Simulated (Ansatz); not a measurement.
# CH2BrFO2Si: the cost of one run

Computed with Ansatz 0.2.0, Gaussian basis. Level: the settings change from run to run.

## Step 1: The relaxed structure

An earlier PBE0-D4 in a triple-zeta def2 set relaxation fixed the geometry.

SMILES `O[Si@@]1(Br)O[C@H]1F`, 8 atoms, charge 0, spin multiplicity 1.

Atoms are counted from 1 here; the program's logs count them from 0.

Bond lengths: O1–Si2 1.617 Å, O1–H7 0.962 Å, Si2–Br3 2.173 Å, Si2–O4 1.648 Å, Si2–C5 1.804 Å, O4–C5 1.457 Å, C5–F6 1.360 Å, C5–H8 1.088 Å. Angles: Si2–O1–H7 116.5°, O1–Si2–Br3 107.3°, O1–Si2–O4 119.4°, O1–Si2–C5 125.0°, Br3–Si2–O4 118.4°, Br3–Si2–C5 125.2°, O4–Si2–C5 49.7°, Si2–O4–C5 70.8°, Si2–C5–O4 59.6°, Si2–C5–F6 120.2°, Si2–C5–H8 129.3°, O4–C5–F6 111.4°, O4–C5–H8 112.7°, F6–C5–H8 109.2°.

Geometry (Å):

```tsv
atom	x (Å)	y (Å)	z (Å)
O1	0.8728	-0.3700	-1.6741
Si2	0.6976	-0.0568	-0.0979
Br3	2.6441	-0.3185	0.8321
O4	-0.2320	1.2185	0.3762
C5	-0.8780	-0.0227	0.7808
F6	-2.0428	-0.2198	0.1062
H7	0.1022	-0.2217	-2.2298
H8	-1.0716	-0.0663	1.8506
```

## Step 2: wPBEh/def2-TZVP

This run has coordinates scaled by 0.92, density fitting with cc-pVTZ-jkfit.

in.yaml reads:

```yaml
crystal:
  periodic: [false, false, false]
  atoms:
    - {symbol: O, position_ang: [0.802975, -0.340393, -1.540142]}
    - {symbol: Si, position_ang: [0.641800, -0.052224, -0.090030]}
    - {symbol: Br, position_ang: [2.432529, -0.293001, 0.765561]}
    - {symbol: O, position_ang: [-0.213443, 1.121051, 0.346092]}
    - {symbol: C, position_ang: [-0.807795, -0.020849, 0.718318]}
    - {symbol: F, position_ang: [-1.879416, -0.202205, 0.097699]}
    - {symbol: H, position_ang: [0.093982, -0.203995, -2.051388]}
    - {symbol: H, position_ang: [-0.985899, -0.061008, 1.702554]}
basis:
  gaussian: {orbitals: def2-TZVP, fitting: {mean_field: cc-pVTZ-jkfit}}
hamiltonian: {xc: {name: wPBEh}}
output: {forces: true}
```

Launch:

```sh
$ ansatz run in.yaml --threads 4 --pin off --events-out ev --progress --plain --max-ram 10444MiB
```

What time and memory should one allow on 4 threads of Arm Neoverse V2, shared host?

About 4.4 s, with a peak of 0.75 GiB.
